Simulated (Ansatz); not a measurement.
# CH4N2Sn: basis-set convergence

An exercise on one series of results from a longer session: the logs are not shown, and one member is left open.

The runs use Ansatz 0.2.0, Gaussian basis; one geometry, several basis sets.

Levels to be run: PBE0-D4/def2-SVP; ωB97M-V/def2-SVP; PBE0-D4/def2-QZVPP; ωB97M-V/def2-QZVPP; the functionals' def2-TZVPP values are taken from earlier runs.

### The relaxed structure

All runs share one geometry, relaxed beforehand with PBE0-D4 in a triple-zeta def2 set. Sn takes the def2 core potential; no spin-orbit term is included.

SMILES `C1=[N][SnH2][NH]1`, 8 atoms, charge 0, spin multiplicity 1.

Atoms are counted from 1 here; the program's logs count them from 0.

Bond lengths: C1–N2 1.293 Å, C1–N4 1.366 Å, C1–H5 1.096 Å, N2–Sn3 2.073 Å, Sn3–N4 2.087 Å, Sn3–H6 1.707 Å, Sn3–H7 1.707 Å, N4–H8 1.007 Å. Angles: N2–C1–N4 118.7°, N2–C1–H5 121.5°, N4–C1–H5 119.7°, C1–N2–Sn3 88.4°, N2–Sn3–N4 66.8°, N2–Sn3–H6 122.2°, N2–Sn3–H7 119.8°, N4–Sn3–H6 114.5°, N4–Sn3–H7 114.1°, H6–Sn3–H7 111.5°, C1–N4–Sn3 85.9°, C1–N4–H8 122.3°, Sn3–N4–H8 147.8°.

Geometry (Å):

```csv
atom,x (Å),y (Å),z (Å)
C1,-0.7908,0.1874,-0.9377
N2,0.2009,0.9953,-1.1292
Sn3,1.0632,0.2540,0.6036
N4,-0.8085,-0.5739,0.1969
H5,-1.6195,0.1182,-1.6519
H6,1.1358,1.1651,2.0457
H7,2.3552,-0.8569,0.4989
H8,-1.4440,-1.3462,0.3178
```

The first run:

File in.yaml:

```yaml
crystal:
  periodic: [false, false, false]
  atoms:
    - {symbol: C, position_ang: [-0.790822, 0.187361, -0.937656]}
    - {symbol: N, position_ang: [0.200863, 0.995297, -1.129232]}
    - {symbol: Sn, position_ang: [1.063169, 0.253964, 0.603604]}
    - {symbol: N, position_ang: [-0.808493, -0.573911, 0.196896]}
    - {symbol: H, position_ang: [-1.619501, 0.118159, -1.651901]}
    - {symbol: H, position_ang: [1.135816, 1.165097, 2.045740]}
    - {symbol: H, position_ang: [2.355155, -0.856871, 0.498863]}
    - {symbol: H, position_ang: [-1.443988, -1.346198, 0.317788]}
basis:
  gaussian: {orbitals: def2-SVP}
hamiltonian: {xc: pbe0, dispersion: d4}
output: {orbitals: {seedname: orbitals}}
```

On the command line:

```bash
ansatz run in.yaml --threads 2 --pin off --events-out ev --progress --plain --max-ram 4352MiB
```

Among the steps run: PBE0-D4 in def2-SVP; ωB97M-V in def2-SVP; PBE0-D4 in def2-QZVPP; ωB97M-V in def2-QZVPP.

One table of the session follows, with a row left open; its other results are not shown here.

It belongs to the step «Density functionals: the series». 

| functional | basis | HOMO (eV) |
| --- | --- | --- |
| PBE0-D4 | def2-SVP | -6.29 |
| PBE0-D4 | def2-TZVPP | -6.50 |
| PBE0-D4 | def2-QZVPP | ? |
| ωB97M-V | def2-SVP | -8.51 |
| ωB97M-V | def2-TZVPP | -8.75 |
| ωB97M-V | def2-QZVPP | -8.80 |

**Question.** Estimate the row for PBE0-D4, def2-QZVPP.

As computed: HOMO (eV): -6.56. In the column «HOMO (eV)» it lies between ωB97M-V, def2-SVP (-8.51) and PBE0-D4, def2-TZVPP (-6.50).
